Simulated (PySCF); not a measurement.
**Gd, Gd⁺: ionisation energy in ANO-RCC-VTZP**

Wanted: the ionisation energy of gadolinium, up a ladder of methods.

The numbers are computed with PySCF 2.14.0 (unrestricted determinants in a Gaussian basis, no spin-orbit coupling in the energies), except any that are marked as measured or tabulated.

**1. The system**

* Element: gadolinium (Z = 64)
* Basis: ANO-RCC-VTZP (8s7p5d3f2g1h, 104 functions)
* Hamiltonian: the spin-free X2C one-electron Hamiltonian (Gaussian nucleus)
* State 1: Gd: [Xe] 4f7 5d1 6s2, high-spin 9D determinant
* State 2: Gd⁺: [Xe] 4f7 5d1 6s1, high-spin 10D determinant
* Methods: UHF, LDA, PBE, PBE0, r2SCAN, MP2
* Core shells frozen in the correlated runs: valence: [Kr] 4d10; valence and next inner shell: [Ar] 3d10 (for Gd)

Outer shells as boxes (Hund's rule):

Gd [Xe] 4f7 5d1 6s2
```
[Xe] core
4f [↑ ][↑ ][↑ ][↑ ][↑ ][↑ ][↑ ]
5d [↑ ][  ][  ][  ][  ]
6s [↑↓]
```

Gd+ [Xe] 4f7 5d1 6s1
```
[Xe] core
4f [↑ ][↑ ][↑ ][↑ ][↑ ][↑ ][↑ ]
5d [↑ ][  ][  ][  ][  ]
6s [↑ ]
```

One driver process ran all states and methods and kept the integrals in memory. Each run is shown as a PySCF script that sums up its settings (the driver passes frozen orbitals as a list and adds second-order terms of double hybrids); the logs are those of the runs themselves. The driver starts from symmetry-adapted Hartree-Fock orbitals, holds the occupation by maximum overlap and uses a logarithmic radial grid for functionals, so a plain start would take other cycles.

It was started by

```console
> OMP_NUM_THREADS=1 python atomrun2.py TASK.json OUT
```

The integrals over 104 functions and the set-up took 27 s of CPU time.

**2. Gd: the ladder of methods**

**UHF**

Contents of input.py:

```python
from pyscf import gto, scf, dft, mp, cc
import basis_set_exchange as bse
mol = gto.M(atom="Gd 0 0 0", charge=0, spin=8, symmetry="D2h",
            basis=gto.basis.parse(bse.get_basis("ANO-RCC-VTZP", elements=["Gd"], fmt="nwchem", header=False)),
            nucmod="G")
mf = scf.UHF(mol).sfx2c1e()
mf.irrep_nelec = {'Ag': (10, 10), 'B1g': (3, 2), 'B2g': (2, 2), 'B3g': (2, 2), 'Au': (1, 0), 'B1u': (6, 4), 'B2u': (6, 4), 'B3u': (6, 4)}
mf.kernel()
```

**LDA**

Changes to input.py:

```diff
@@ -5,3 +5,3 @@
             nucmod="G")
-mf = scf.UHF(mol).sfx2c1e()
+mf = dft.UKS(mol, xc="LDA,VWN").sfx2c1e()
 mf.irrep_nelec = {'Ag': (10, 10), 'B1g': (3, 2), 'B2g': (2, 2), 'B3g': (2, 2), 'Au': (1, 0), 'B1u': (6, 4), 'B2u': (6, 4), 'B3u': (6, 4)}
```

**PBE**

Changes to input.py:

```diff
@@ -5,3 +5,3 @@
             nucmod="G")
-mf = dft.UKS(mol, xc="LDA,VWN").sfx2c1e()
+mf = dft.UKS(mol, xc="PBE").sfx2c1e()
 mf.irrep_nelec = {'Ag': (10, 10), 'B1g': (3, 2), 'B2g': (2, 2), 'B3g': (2, 2), 'Au': (1, 0), 'B1u': (6, 4), 'B2u': (6, 4), 'B3u': (6, 4)}
```

**PBE0**

Changes to input.py:

```diff
@@ -5,3 +5,3 @@
             nucmod="G")
-mf = dft.UKS(mol, xc="PBE").sfx2c1e()
+mf = dft.UKS(mol, xc="PBE0").sfx2c1e()
 mf.irrep_nelec = {'Ag': (10, 10), 'B1g': (3, 2), 'B2g': (2, 2), 'B3g': (2, 2), 'Au': (1, 0), 'B1u': (6, 4), 'B2u': (6, 4), 'B3u': (6, 4)}
```

**r2SCAN**

Changes to input.py:

```diff
@@ -5,3 +5,3 @@
             nucmod="G")
-mf = dft.UKS(mol, xc="PBE0").sfx2c1e()
+mf = dft.UKS(mol, xc="R2SCAN").sfx2c1e()
 mf.irrep_nelec = {'Ag': (10, 10), 'B1g': (3, 2), 'B2g': (2, 2), 'B3g': (2, 2), 'Au': (1, 0), 'B1u': (6, 4), 'B2u': (6, 4), 'B3u': (6, 4)}
```

**MP2 (valence)**

Changes to input.py:

```diff
@@ -5,4 +5,5 @@
             nucmod="G")
-mf = dft.UKS(mol, xc="R2SCAN").sfx2c1e()
+mf = scf.UHF(mol).sfx2c1e()
 mf.irrep_nelec = {'Ag': (10, 10), 'B1g': (3, 2), 'B2g': (2, 2), 'B3g': (2, 2), 'Au': (1, 0), 'B1u': (6, 4), 'B2u': (6, 4), 'B3u': (6, 4)}
 mf.kernel()
+mp.UMP2(mf, frozen=23).kernel()
```

**MP2 (valence and next inner shell)**

Changes to input.py:

```diff
@@ -8,2 +8,2 @@
 mf.kernel()
-mp.UMP2(mf, frozen=23).kernel()
+mp.UMP2(mf, frozen=14).kernel()
```

**3. Gd⁺, method by method**

**UHF**

Contents of input.py:

```python
from pyscf import gto, scf, dft, mp, cc
import basis_set_exchange as bse
mol = gto.M(atom="Gd 0 0 0", charge=1, spin=9, symmetry="D2h",
            basis=gto.basis.parse(bse.get_basis("ANO-RCC-VTZP", elements=["Gd"], fmt="nwchem", header=False)),
            nucmod="G")
mf = scf.UHF(mol).sfx2c1e()
mf.irrep_nelec = {'Ag': (10, 9), 'B1g': (3, 2), 'B2g': (2, 2), 'B3g': (2, 2), 'Au': (1, 0), 'B1u': (6, 4), 'B2u': (6, 4), 'B3u': (6, 4)}
mf.kernel()
```

**LDA**

Changes to input.py:

```diff
@@ -5,3 +5,3 @@
             nucmod="G")
-mf = scf.UHF(mol).sfx2c1e()
+mf = dft.UKS(mol, xc="LDA,VWN").sfx2c1e()
 mf.irrep_nelec = {'Ag': (10, 9), 'B1g': (3, 2), 'B2g': (2, 2), 'B3g': (2, 2), 'Au': (1, 0), 'B1u': (6, 4), 'B2u': (6, 4), 'B3u': (6, 4)}
```

**PBE**

Changes to input.py:

```diff
@@ -5,3 +5,3 @@
             nucmod="G")
-mf = dft.UKS(mol, xc="LDA,VWN").sfx2c1e()
+mf = dft.UKS(mol, xc="PBE").sfx2c1e()
 mf.irrep_nelec = {'Ag': (10, 9), 'B1g': (3, 2), 'B2g': (2, 2), 'B3g': (2, 2), 'Au': (1, 0), 'B1u': (6, 4), 'B2u': (6, 4), 'B3u': (6, 4)}
```

**PBE0**

Changes to input.py:

```diff
@@ -5,3 +5,3 @@
             nucmod="G")
-mf = dft.UKS(mol, xc="PBE").sfx2c1e()
+mf = dft.UKS(mol, xc="PBE0").sfx2c1e()
 mf.irrep_nelec = {'Ag': (10, 9), 'B1g': (3, 2), 'B2g': (2, 2), 'B3g': (2, 2), 'Au': (1, 0), 'B1u': (6, 4), 'B2u': (6, 4), 'B3u': (6, 4)}
```

**r2SCAN**

Changes to input.py:

```diff
@@ -5,3 +5,3 @@
             nucmod="G")
-mf = dft.UKS(mol, xc="PBE0").sfx2c1e()
+mf = dft.UKS(mol, xc="R2SCAN").sfx2c1e()
 mf.irrep_nelec = {'Ag': (10, 9), 'B1g': (3, 2), 'B2g': (2, 2), 'B3g': (2, 2), 'Au': (1, 0), 'B1u': (6, 4), 'B2u': (6, 4), 'B3u': (6, 4)}
```

**MP2 (valence)**

Changes to input.py:

```diff
@@ -5,4 +5,5 @@
             nucmod="G")
-mf = dft.UKS(mol, xc="R2SCAN").sfx2c1e()
+mf = scf.UHF(mol).sfx2c1e()
 mf.irrep_nelec = {'Ag': (10, 9), 'B1g': (3, 2), 'B2g': (2, 2), 'B3g': (2, 2), 'Au': (1, 0), 'B1u': (6, 4), 'B2u': (6, 4), 'B3u': (6, 4)}
 mf.kernel()
+mp.UMP2(mf, frozen=23).kernel()
```

**MP2 (valence and next inner shell)**

Changes to input.py:

```diff
@@ -8,2 +8,2 @@
 mf.kernel()
-mp.UMP2(mf, frozen=23).kernel()
+mp.UMP2(mf, frozen=14).kernel()
```

Q: Predict the outcome of this session.

The runs gave:

```
             quantity                                                                    value
ionisation energy, Gd  UHF 4.927, MP2 (valence and next inner shell) 5.917 eV; reference 6.163
```

Each level's miss and price (over 1 difference):

```csv
method,mean absolute miss against the measured value (with the measured fine structure taken into account where it is known) (eV),"CPU time, both states (s)"
UHF,1.236,6.4
LDA,0.140,2.8
PBE,0.088,5.6
PBE0,0.221,8.4
MP2 (valence),0.272,7.4
SCS-MP2 (valence),0.208,7.4
MP2 (valence and next inner shell),0.246,7.9
SCS-MP2 (valence and next inner shell),0.207,7.9
```

Against experiment PBE comes closest (off by 0.09 eV) and UHF is farthest (1.24 eV). Hartree-Fock falls short because the species with more electrons holds more correlation energy, which it lacks. PBE is off by -0.09 eV. All values hold for this basis alone; no basis-set limit was taken. The dearest level timed, PBE0, costs 3 times the cheapest, LDA, and differs from the measured value (with the measured fine structure taken into account where it is known) by 0.22 against 0.14 eV.
